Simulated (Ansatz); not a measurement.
Runs of Ansatz 0.2.0 on In3Se. Symmetry: Pm-3m, No. 221, cubic system. The conventional cell has a = 4.804 Å, b = 4.804 Å, c = 4.804 Å, α = 90.00°, β = 90.00°, γ = 90.00°. Around In (site symmetry 4/mmm) lie 8 In at 3.40 Å and 4 Se at 3.40 Å. Around Se (site symmetry m-3m) lie 12 In at 3.40 Å. The cell comes from a database or a generator and needn't be the stable form of this composition.

| level | cutoff (eV) | gap on the mesh (eV) | pressure (GPa) |
| --- | --- | --- | --- |
| LDA | 420 | none | -3.9 |
| HSE06 | 420 | none | -0.8 |
| r2SCAN0 | 500 | none | -1.1 |
| RPBE | 420 | none | (b) |
| PBEsol | 420 | none | (a) |
| PBE0 | 420 | none | -0.8 |
| r2SCAN | 500 | none | -0.9 |
| revPBE | 420 | none | 1.2 |

Alike in all rows: task projected density of states; potentials or basis Ansatz PAW; no spin polarisation; cell as given; k mesh 3 × 3 × 3; smearing fermi-dirac 0.05 eV; the mesh is coarse, so values aren't converged.

Question: Estimate the missing entries.

Answer: (a) -2.6; (b) 1.6.

Caveats: all runs use coarse meshes; the PAW data sets come from PBE, with cores solved anew for the run's functional, which leaves a small shift of forces and pressure; the density of states is complete only up to the lowest level of the last band computed; the thresholds are loose for stress (some runs).

A k mesh can miss the band edges, and the runs leave out spin-orbit coupling on In, Se.

A gap of «none» marks a metal or a gap under the smearing width.
